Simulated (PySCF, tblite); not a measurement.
**C5H14NSi radical: geometry, infrared bands and EPR parameters**

Wanted: the infrared bands and EPR parameters of C5H14NSi radical (`[CH2][SiH2]NC(C)(C)C`), by calculation.

The runs use tblite 0.8.0 and PySCF 2.14.0, with density-fitted response routines of our own; the level of theory stands in each step. All values are computed, except where a source is named. Atoms are numbered from 0 throughout.

## 1. Starting geometry

21 atoms, charge 0, multiplicity 2; geometry from: force field or distance geometry start.

Bonds of the start (Å): C0–Si1 1.88, Si1–N2 1.75, N2–C3 1.44, C3–C4 1.51, C3–C5 1.51, C3–C6 1.51, C0–H7 1.11, C0–H8 1.10, Si1–H9 1.50, Si1–H10 1.46, N2–H11 1.04, C4–H12 1.13, C4–H13 1.12, C4–H14 1.08, C5–H15 1.10, C5–H16 1.12, C5–H17 1.11, C6–H18 1.10, C6–H19 1.11, C6–H20 1.12.

## 2. Optimising the geometry with GFN2-xTB

The job: settings as JSON, then the geometry in Å.

```
{"job": {"kind": "relax", "xc": "GFN2-xTB", "basis": "xTB"}, "charge": 0, "multiplicity": 2}
C      3.491300     0.482200    -0.046200
Si     1.809600     0.136800     0.731400
N      0.624800     0.237100    -0.546600
C     -0.742400    -0.015900    -0.168300
C     -0.994500    -1.387300     0.421000
C     -1.581900     0.079200    -1.423800
C     -1.271000     0.989400     0.829000
H      3.710200    -0.228800    -0.866100
H      3.523100     1.486900    -0.490000
H      1.588800     1.136000     1.822500
H      1.912600    -1.155200     1.400700
H      0.906900    -0.351900    -1.360500
H     -0.699500    -2.200800    -0.298500
H     -2.103100    -1.494800     0.485700
H     -0.590000    -1.538200     1.413900
H     -2.631100    -0.128900    -1.162500
H     -1.156500    -0.706000    -2.098400
H     -1.426300     1.047600    -1.934600
H     -0.504000     1.473300     1.449800
H     -1.923900     1.720000     0.309200
H     -1.951900     0.436200     1.531800
```

Command:

```sh
$ OMP_NUM_THREADS=1 python probes_run.py task.json out
```

This one command runs all jobs of the session in turn.

Log:

```text
step      E/eV     max force
  0    -609.57694    2.108
  1    -609.82491    1.487
  2    -609.96342    0.818
  3    -610.06760    0.733
  4    -610.18188    0.616
  5    -610.22806    0.369
  6    -610.25475    0.330
  7    -610.28237    0.268
  8    -610.29895    0.320
  9    -610.31341    0.302
 10    -610.32787    0.316
 11    -610.34047    0.253
 12    -610.34907    0.187
 13    -610.35503    0.151
 14    -610.36034    0.135
 15    -610.36575    0.178
 16    -610.36959    0.146
 17    -610.37161    0.090
 18    -610.37308    0.084
 19    -610.37495    0.129
 20    -610.37752    0.185
 21    -610.38017    0.160
 22    -610.38220    0.128
 23    -610.38386    0.130
 24    -610.38589    0.139
 25    -610.38849    0.179
 26    -610.39118    0.146
 27    -610.39338    0.099
 28    -610.39497    0.078
 29    -610.39633    0.112
 30    -610.39779    0.112
 31    -610.39943    0.100
 32    -610.40154    0.121
 33    -610.40431    0.136
 34    -610.40732    0.161
 35    -610.40999    0.131
 36    -610.41268    0.128
 37    -610.41575    0.198
 38    -610.41990    0.237
 39    -610.42456    0.204
 40    -610.42873    0.186
 41    -610.43396    0.188
 42    -610.43988    0.202
 43    -610.44622    0.174
 44    -610.45118    0.135
 45    -610.45480    0.129
 46    -610.45638    0.194
 47    -610.45886    0.192
 48    -610.46097    0.137
 49    -610.46456    0.093
 50    -610.46614    0.103
 51    -610.46811    0.073
 52    -610.46926    0.060
 53    -610.47035    0.069
 54    -610.47138    0.083
 55    -610.47248    0.081
 56    -610.47354    0.076
 57    -610.47439    0.066
 58    -610.47500    0.046
 59    -610.47540    0.043
 60    -610.47575    0.039
 61    -610.47615    0.038
 62    -610.47666    0.046
 63    -610.47717    0.048
 64    -610.47767    0.052
 65    -610.47825    0.047
 66    -610.47905    0.065
 67    -610.48004    0.077
 68    -610.48096    0.067
 69    -610.48167    0.061
 70    -610.48235    0.067
 71    -610.48319    0.064
 72    -610.48416    0.072
 73    -610.48499    0.061
 74    -610.48556    0.055
 75    -610.48594    0.048
 76    -610.48624    0.044
 77    -610.48656    0.035
 78    -610.48701    0.041
 79    -610.48729    0.041
 80    -610.48773    0.033
 81    -610.48800    0.031
 82    -610.48823    0.033
 83    -610.48849    0.037
 84    -610.48883    0.047
 85    -610.48921    0.043
 86    -610.48957    0.042
 87    -610.48988    0.054
 88    -610.49017    0.052
 89    -610.49042    0.036
 90    -610.49062    0.031
 91    -610.49081    0.029
 92    -610.49108    0.048
 93    -610.49150    0.063
 94    -610.49205    0.058
 95    -610.49267    0.052
 96    -610.49335    0.051
 97    -610.49401    0.061
 98    -610.49473    0.064
 99    -610.49564    0.054
100    -610.49654    0.051
101    -610.49756    0.071
102    -610.49829    0.086
103    -610.49926    0.079
104    -610.49978    0.049
105    -610.50014    0.041
106    -610.50034    0.033
107    -610.50064    0.033
108    -610.50084    0.027
109    -610.50095    0.031
110    -610.50108    0.030
111    -610.50126    0.031
112    -610.50147    0.030
113    -610.50164    0.026
114    -610.50179    0.028
115    -610.50198    0.033
116    -610.50227    0.046
117    -610.50264    0.051
118    -610.50296    0.036
119    -610.50316    0.032
120    -610.50329    0.026
121    -610.50344    0.044
122    -610.50370    0.056
123    -610.50409    0.053
124    -610.50463    0.057
125    -610.50530    0.059
126    -610.50614    0.077
127    -610.50688    0.104
128    -610.50830    0.109
129    -610.51014    0.077
130    -610.51209    0.080
131    -610.51336    0.077
132    -610.51482    0.098
133    -610.51653    0.097
134    -610.51706    0.083
135    -610.51781    0.094
136    -610.51853    0.043
137    -610.51876    0.035
138    -610.51933    0.035
139    -610.51964    0.038
140    -610.52020    0.049
141    -610.52069    0.053
142    -610.52121    0.051
143    -610.52172    0.047
144    -610.52234    0.051
145    -610.52311    0.049
146    -610.52372    0.053
147    -610.52424    0.052
148    -610.52475    0.073
149    -610.52534    0.081
150    -610.52598    0.063
151    -610.52665    0.055
152    -610.52745    0.059
153    -610.52865    0.068
154    -610.52967    0.107
155    -610.53153    0.094
156    -610.53292    0.068
157    -610.53440    0.158
158    -610.53480    0.142
159    -610.53577    0.060
160    -610.53627    0.066
161    -610.53673    0.063
162    -610.53725    0.055
163    -610.53767    0.050
164    -610.53828    0.066
165    -610.53882    0.052
166    -610.53925    0.062
167    -610.53976    0.053
168    -610.54040    0.051
169    -610.54111    0.059
170    -610.54193    0.058
171    -610.54270    0.049
172    -610.54339    0.088
173    -610.54360    0.128
174    -610.54442    0.041
175    -610.54480    0.048
176    -610.54511    0.020
177    -610.54528    0.024
178    -610.54542    0.024
179    -610.54561    0.024
180    -610.54588    0.028
181    -610.54625    0.053
182    -610.54670    0.046
183    -610.54714    0.082
184    -610.54776    0.064
185    -610.54838    0.049
186    -610.54924    0.049
187    -610.55006    0.080
188    -610.55072    0.088
189    -610.55146    0.070
190    -610.55237    0.058
191    -610.55347    0.057
192    -610.55429    0.097
193    -610.55493    0.108
194    -610.55579    0.050
195    -610.55655    0.046
196    -610.55749    0.064
197    -610.55838    0.067
198    -610.55933    0.055
199    -610.56019    0.053
200    -610.56087    0.066
201    -610.56091    0.096
202    -610.56205    0.057
203    -610.56249    0.038
204    -610.56296    0.036
205    -610.56313    0.051
206    -610.56333    0.037
207    -610.56348    0.042
208    -610.56366    0.028
209    -610.56380    0.027
210    -610.56395    0.031
211    -610.56410    0.038
212    -610.56424    0.038
213    -610.56438    0.038
214    -610.56456    0.033
215    -610.56479    0.033
216    -610.56509    0.033
217    -610.56537    0.035
218    -610.56558    0.029
219    -610.56572    0.040
220    -610.56583    0.017
221    -610.56593    0.031
222    -610.56604    0.031
223    -610.56616    0.024
224    -610.56624    0.021
225    -610.56637    0.027
226    -610.56648    0.025
227    -610.56657    0.016
228    -610.56664    0.020
229    -610.56672    0.022
230    -610.56679    0.021
231    -610.56686    0.024
232    -610.56692    0.042
233    -610.56697    0.016
234    -610.56702    0.013
235    -610.56709    0.013
236    -610.56711    0.010
```

Run time: 1.8 s. Hardware: 1 thread of Arm Neoverse V1, shared host.

The steps of the relaxation: (not every step is listed)

```
step  energy from step 0 (eV)  largest force (eV/Å)
   0                   0.0000                2.1084
   1                  -0.2480                1.4872
   2                  -0.3865                0.8176
   3                  -0.4907                0.7331
   4                  -0.6049                0.6161
   5                  -0.6511                0.3693
   6                  -0.6778                0.3300
   7                  -0.7054                0.2680
   8                  -0.7220                0.3196
  30                  -0.8208                0.1121
  52                  -0.8923                0.0601
  74                  -0.9086                0.0547
  96                  -0.9164                0.0511
 118                  -0.9260                0.0364
 140                  -0.9433                0.0491
 162                  -0.9603                0.0550
 184                  -0.9708                0.0638
 206                  -0.9864                0.0366
 228                  -0.9897                0.0195
 231                  -0.9899                0.0242
 232                  -0.9900                0.0416
 233                  -0.9900                0.0161
 234                  -0.9901                0.0127
 235                  -0.9901                0.0131
 236                  -0.9902                0.0097
```

Close pairs (by a distance rule), those that changed most:

```
  bond  before (Å)  after (Å)  change (Å)
C0–Si1       1.885      1.845      -0.040
C4–H12       1.125      1.088      -0.037
C6–H20       1.124      1.088      -0.037
N2–H11       1.044      1.009      -0.034
 C0–H7       1.107      1.075      -0.032
C5–H16       1.119      1.089      -0.031
C4–H13       1.116      1.087      -0.029
Si1–N2       1.746      1.719      -0.027
```

The final coordinates are the input of the step that follows.

## 3. Vibrational analysis with GFN2-xTB

The job: settings as JSON, then the geometry in Å.

```
{"job": {"kind": "ir", "xc": "GFN2-xTB", "basis": "xTB"}, "charge": 0, "multiplicity": 2}
C      3.361278     0.418774    -0.317923
Si     1.814539     0.531832     0.680787
N      0.569644     0.101571    -0.423481
C     -0.829217    -0.140520    -0.135258
C     -1.032671    -1.575406     0.373722
C     -1.625591     0.060790    -1.430999
C     -1.319979     0.848687     0.918731
H      3.386115     0.195788    -1.369387
H      4.321837     0.612099     0.122365
H      1.570211     1.903028     1.161746
H      1.929176    -0.335695     1.875130
H      0.859937    -0.431887    -1.229705
H     -0.714074    -2.293108    -0.379664
H     -2.079153    -1.757204     0.605316
H     -0.441379    -1.735167     1.271902
H     -2.688125    -0.084042    -1.253364
H     -1.303206    -0.647844    -2.192014
H     -1.466813     1.067739    -1.809009
H     -0.809347     0.681833     1.862926
H     -1.122457     1.866050     0.593041
H     -2.389647     0.729623     1.074666
```

Log:

```text
mode    cm-1     km/mol
  1      53.8      0.16
  2      77.5      0.16
  3     131.5      1.73
  4     141.4      0.04
  5     182.9      0.28
  6     218.9      1.82
  7     235.7      0.81
  8     268.0      0.46
  9     308.5      2.69
 10     323.4      4.33
 11     385.5     38.78
 12     403.4      3.53
 13     466.6      9.46
 14     480.4      0.42
 15     491.5     17.87
 16     536.5    177.24
 17     585.3     14.08
 18     669.5     47.45
 19     760.0     75.21
 20     764.8    103.07
 21     834.7    172.64
 22     842.1     69.27
 23     875.7     80.47
 24     942.2      2.32
 25     953.4      1.32
 26     958.0      0.02
 27    1028.4      1.54
 28    1030.7      3.26
 29    1059.2     48.69
 30    1197.1     12.30
 31    1227.4     35.53
 32    1263.7    158.90
 33    1363.8     85.47
 34    1395.5      7.27
 35    1398.1      9.25
 36    1403.0      2.15
 37    1419.8      1.83
 38    1481.8      0.15
 39    1492.8      0.81
 40    1493.7      0.26
 41    1497.7      3.09
 42    1500.3      1.57
 43    1512.2      2.53
 44    2070.6    392.93
 45    2151.4    206.39
 46    3018.0     12.24
 47    3025.1     46.59
 48    3030.6     20.98
 49    3032.4     10.04
 50    3039.3     27.54
 51    3040.5     70.68
 52    3041.3     22.18
 53    3046.6     77.36
 54    3048.6     30.25
 55    3104.1     13.57
 56    3149.7     40.68
 57    3439.7      7.08
```

Run time: 0.79 s. Hardware: 1 thread of Arm Neoverse V1, shared host.

Which atoms move in the most intense modes:

```
cm⁻¹  km/mol                                atoms
 536   177.2  H8 22 %, C0 22 %, H9 17 %, H10 15 %
 765   103.1  H7 18 %, H10 17 %, H9 16 %, C0 12 %
 835   172.6                    H9 42 %, H10 42 %
 876    80.5           Si1 18 %, N2 11 %, C3 10 %
1264   158.9                     C3 55 %, N2 15 %
1364    85.5           H11 50 %, C3 19 %, N2 15 %
2071   392.9                    H10 84 %, H9 12 %
2151   206.4                    H9 85 %, H10 13 %
```

## 4. g tensor and hyperfine couplings: B3LYP/pcH-1

The job, as its differences from that of step 3:

```diff
@@ -1,2 +1,2 @@
-{"job": {"kind": "ir", "xc": "GFN2-xTB", "basis": "xTB"}, "charge": 0, "multiplicity": 2}
+{"job": {"kind": "epr", "basis": "pcH-1"}, "charge": 0, "multiplicity": 2}
 C      3.361278     0.418774    -0.317923
```

Method: UKS B3LYP, pcH-1 on C H N Si, non-relativistic, mean-field spin-orbit, GIAO.

Log:

```text
UKS, coarse grid
  cycle   1  E = -543.11658602  |g| = 4.51e-01
  cycle   2  E = -543.04688111  |g| = 5.91e-01
  cycle   3  E = -543.20938222  |g| = 8.80e-02
  cycle   4  E = -543.21227412  |g| = 3.57e-02
  cycle   5  E = -543.21283834  |g| = 4.71e-03
  cycle   6  E = -543.21284936  |g| = 1.98e-03
  cycle   7  E = -543.21285166  |g| = 1.01e-03
  cycle   8  E = -543.21285211  |g| = 2.38e-04
UKS, final grid
  cycle   1  E = -543.21281113  |g| = 2.36e-04
  cycle   2  E = -543.21281112  |g| = 2.95e-04
  cycle   3  E = -543.21281116  |g| = 2.92e-05
  cycle   4  E = -543.21281116  |g| = 1.22e-05
E = -543.21281116 Eh   <S^2> = 0.7532 (exact 0.7500)
g shifts (ppm)      1          2          3
  rmc          -123       -123       -123
  gc              2         33         19
  oz_so          36        587        726
  total         -85        498        622
hyperfine (MHz)  atom isotope    a_iso     a_fc   dipolar eigenvalues
    0   13C      80.33      80.43    -77.24    -76.76    154.01
    1  29Si      46.91      46.99     -2.30     -0.05      2.35
    2   14N      -0.31      -0.31     -0.72     -0.19      0.91
    3   13C      -1.12      -1.12     -0.21     -0.14      0.35
    4   13C       1.18       1.18     -0.26     -0.19      0.45
    5   13C       0.27       0.27     -0.17     -0.15      0.32
    6   13C       0.51       0.51     -0.22     -0.15      0.38
    7    1H     -58.80     -58.81    -37.60     -0.56     38.16
    8    1H     -58.14     -58.16    -37.61     -0.71     38.32
    9    1H      61.92      61.92     -3.46     -1.75      5.21
   10    1H      45.56      45.56     -3.42     -2.12      5.54
   11    1H      -1.15      -1.15     -2.98     -2.35      5.32
   12    1H      -0.08      -0.08     -0.71     -0.62      1.33
   13    1H       0.40       0.40     -0.42     -0.38      0.80
   14    1H       0.02       0.02     -0.85     -0.69      1.54
   15    1H       0.04       0.04     -0.35     -0.34      0.69
   16    1H      -0.03      -0.03     -0.57     -0.55      1.11
   17    1H      -0.04      -0.04     -0.60     -0.58      1.18
   18    1H      -0.01      -0.01     -0.83     -0.71      1.54
   19    1H       0.20       0.20     -0.82     -0.66      1.48
   20    1H       0.40       0.40     -0.41     -0.39      0.80
```

Run time: 1.9 min. Hardware: 1 thread of Arm Neoverse V1, shared host; peak memory 1 GiB.

Principal g values 2.00223, 2.00282, 2.00294; g(iso) = 2.00266, against 2.00232 for a free electron.

Mean a(iso) over the nuclei that a row names, and the largest dipolar term of the row (other rows stand at the frozen geometry):

```
                            nuclei  isotope  a(iso) (MHz)  a(iso) (G, at g = 2.0023)  largest dipolar term (MHz)
                                C0      13C          80.3                       28.7                       154.0
                            H7, H8       1H         -58.5                      -20.9                        38.3
                           H9, H10       1H          53.7                       19.2                         5.5
                               Si1     29Si          46.9                       16.7                         2.3
                               H11       1H          -1.1                       -0.4                         5.3
                                C3      13C          -1.1                       -0.4                         0.4
                        C4, C5, C6      13C           0.7                        0.2                         0.5
                                N2      14N          -0.3                       -0.1                         0.9
H12, H13, H14, H15, H16 and 4 more       1H           0.1                        0.0                         1.5
```

Mulliken spin populations:

C0 1.06; Si1 -0.04; N2 0.01; C3 0.00; C4 0.00; C5 0.00; C6 0.00; H7 -0.04; H8 -0.04; H9 0.03; H10 0.02; H11 0.00; H12 0.00; H13 0.00; H14 0.00; H15 0.00; H16 0.00; H17 0.00; H18 0.00; H19 0.00; H20 0.00

In first order the couplings over 0.8 MHz of 1H give 18 distinct lines over 80.5 G, if the averaged nuclei exchange fast.

Orbitals, density, ELF and potential are computed afterwards from the orbital file.

ELF in a plane through or near 9 of the atoms.

Ten even steps from '0' (0.00) to '9' (1.00):
```
0000000000000000000000000000
0000000000000000000000000000
0000000000000000000000000000
0000000000000076100000000000
0000000000000499401100000000
0000000001210699648820000000
0000000013430399679940000000
0000000010010046568610000000
0003762335713148731000000000
0008998682627553520000000000
0009999387283282652661000000
0007997545154455866994000000
0001346883059812656994000000
0000029994079802995230000000
0000029993048406997000000000
0000003760000007998000000000
0000000000000003883000000000
0000000000000000110000000000
0000000000000000000000000000
0000000000000000000000000000
```
The map spans 13.9 Å across and 9.4 Å up, centred on the molecule. Atoms in the plane (x, y in Å): C0 (-3.4, -0.6), Si1 (-1.9, 0.6), N2 (-0.5, -0.4), C3 (0.8, -0.1), H7 (-3.3, -1.6), H8 (-4.4, -0.2), H11 (-0.7, -1.4), H16 (1.5, -2.1), H18 (0.6, 2.1).

log10 of the density (e/Å³) in the same plane.

Ten even steps from '0' (-4.0) to '9' (1.5):
```
0000000000000000000000000000
0000000000000000000000000000
0000000001111122221000000000
0000000112222344332100000000
0000001223333455443210000000
0000012344544577655431000000
0000122345554577666431000000
0002233456765567766431000000
0013455568976567765431000000
0024566668977777764432100000
0024577876679878765543100000
0024567976568877766553200000
0013456775567766676553200000
0012346765456645676542100000
0001245554345445675432100000
0000123332222234554321000000
0000012221011123443210000000
0000000000000012222100000000
0000000000000000000000000000
0000000000000000000000000000
```
The map spans 13.9 Å across and 9.4 Å up, centred on the molecule. Atoms in the plane (x, y in Å): C0 (-3.4, -0.6), Si1 (-1.9, 0.6), N2 (-0.5, -0.4), C3 (0.8, -0.1), H7 (-3.3, -1.6), H8 (-4.4, -0.2), H11 (-0.7, -1.4), H16 (1.5, -2.1), H18 (0.6, 2.1).

On the surface of density 0.002 e/bohr³ the electrostatic potential runs, from the 1st to the 99th percentile, from -0.80 V near N2 to 1.30 V near H11.

The spin density lies nearest to C0 69 %; H7, H8 about 10 % each.

## 5. Results

```
                                 quantity                  value
strongest single infrared mode (GFN2-xTB)  2071 cm⁻¹, 393 km/mol
             zero-point energy (GFN2-xTB)         109.9 kcal/mol
                           g(iso) (B3LYP)                2.00266
                                     ⟨S²⟩     0.753 (exact 0.75)
       largest a(iso) (averaged by class)    13C on C0, 80.3 MHz
    surface potential, 1st and 99th percentile     -0.80 V and 1.30 V
```

What this shows: The optimisation took 236 steps and gained 0.990 eV; among the close pairs (by a distance rule), C0–Si1 changed most, from 1.885 to 1.845 Å. No mode is imaginary among the 57: a minimum at this level. The strongest single mode, at 2071 cm⁻¹, moves mainly H10. GFN2-xTB is a fitted tight-binding method: band positions and strengths are rough. Its intensities can rank the bands wrongly. Most of the unpaired spin sits on C0 (1.06 e). The isotropic g lies 0.3 ppt above the free-electron value.
